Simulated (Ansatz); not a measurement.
# YSn3: response to strain

Aim: deform YSn3 (equal xy, yz and zx engineering shear strains of -2 %) and compute stress, forces and field gradients with LAPW, PAW and all-electron datasets made for the crystal.

Computed with Ansatz 0.2.0 (DFT PBEsol, scalar-relativistic, unless a step's input says otherwise).

## 1. The starting structure

The structure is cubic, space group Pm-3m (No. 221). Conventional cell: a = 4.666 Å, b = 4.666 Å, c = 4.666 Å, α = 90.00°, β = 90.00°, γ = 90.00°. Y (site symmetry m-3m) has 12 Sn at 3.30 Å in its first shell of neighbours. Sn (site symmetry 4/mmm) is surrounded by 8 Sn at 3.30 Å and 4 Y at 3.30 Å.

Structure file:

```cif
data_structure
_symmetry_space_group_name_H-M 'P 1'
_symmetry_Int_Tables_number 1
_cell_length_a 4.6660
_cell_length_b 4.6660
_cell_length_c 4.6660
_cell_angle_alpha 90.000
_cell_angle_beta 90.000
_cell_angle_gamma 90.000
_cell_volume 101.59
loop_
_atom_site_label
_atom_site_type_symbol
_atom_site_fract_x
_atom_site_fract_y
_atom_site_fract_z
_atom_site_occupancy
Y1 Y 0.00000 0.00000 0.00000 1
Sn1 Sn 0.00000 0.50000 0.50000 1
Sn2 Sn 0.50000 0.00000 0.50000 1
Sn3 Sn 0.50000 0.50000 0.00000 1
```

Atoms are numbered in the order of the input: Y1, Sn2, Sn3, Sn4.

## 2. After the deformation

Space group Pm-3m before, R-3m after.

## 3. Full-potential LAPW

Contents of input.yaml:

```yaml
crystal:
  lattice:
    - [4.666, -0.04666, -0.04666]
    - [-0.04666, 4.666, -0.04666]
    - [-0.04666, -0.04666, 4.666]
  atoms:
    - { symbol: "Y", position: [0.0, 0.0, 0.0] }
    - { symbol: Sn, position: [0.0, 0.5, 0.5] }
    - { symbol: Sn, position: [0.5, 0.0, 0.5] }
    - { symbol: Sn, position: [0.5, 0.5, 0.0] }
kpoints:
  mp_grid: { grid: [8, 8, 8] }
  band_path:
    path:
      - [0.0, 0.0, 0.0]
      - [0.5, 0.0, 0.0]
      - [0.5, -0.5, 0.5]
      - [0.4804921086, -0.5195078914, 0.4804921086]
      - [0.4804921086, 0.4804921086, 0.4804921086]
      - [0.0, 0.0, 0.0]
      - [0.5, -0.5, 0.0]
    npoints: 5
scf:
  occupations: { method: fermi_dirac, width: 0.05 }
hamiltonian:
  xc: pbesol
  pseudopotentials: { kind: all_electron, lapw: { basis_error: 0.001 } }
output:
  forces: true
  stress: true
  eigenvalues: true
```

On the command line:

```console
$ ansatz run input.yaml --threads 1 --pin off --max-ram 4096MiB --backend cpu --events-out ev --progress --plain --runs-dir out
```

## 4. PAW with frozen cores

Contents of input.yaml:

```yaml
crystal:
  lattice:
    - [4.666, -0.04666, -0.04666]
    - [-0.04666, 4.666, -0.04666]
    - [-0.04666, -0.04666, 4.666]
  atoms:
    - { symbol: "Y", position: [0.0, 0.0, 0.0] }
    - { symbol: Sn, position: [0.0, 0.5, 0.5] }
    - { symbol: Sn, position: [0.5, 0.0, 0.5] }
    - { symbol: Sn, position: [0.5, 0.5, 0.0] }
kpoints:
  mp_grid: { grid: [8, 8, 8] }
scf:
  occupations: { method: fermi_dirac, width: 0.05 }
hamiltonian:
  xc: pbesol
  pseudopotentials: { kind: paw }
output:
  forces: true
  stress: true
  eigenvalues: true
  efg: { contact_densities: true }
  write_density: true
  write_potential: true
  elf: true
  volumetric_format: npy
```

## 5. Datasets made for this crystal

Changes to input.yaml since step 4:

```diff
@@ -16,3 +16,3 @@
   xc: pbesol
-  pseudopotentials: { kind: paw }
+  pseudopotentials: { kind: all_electron, datasets: crystal }
 output:
@@ -22,5 +22 @@
   efg: { contact_densities: true }
-  write_density: true
-  write_potential: true
-  elf: true
-  volumetric_format: npy
```

(Steps that only read results are left out.)

Before running it: what results should come out? Wanted: pressure; largest shear or deviatoric stress.

The runs gave:

| quantity | value |
| --- | --- |
| pressure | LAPW -0.73, PAW -0.73, crystal datasets -0.73 GPa |
| largest shear or deviatoric stress (LAPW) | 0.55 GPa |

In words: The largest part of the stress beyond the pressure is 0.55 GPa in size; the atoms are carried along and not relaxed. No run of the undeformed cell stands beside it, so pressure and stress hold what the given cell had before the change, as far as its symmetry allows. PAW: stress within 0.01 GPa of LAPW. Crystal datasets: stress within 0.01 GPa of LAPW.
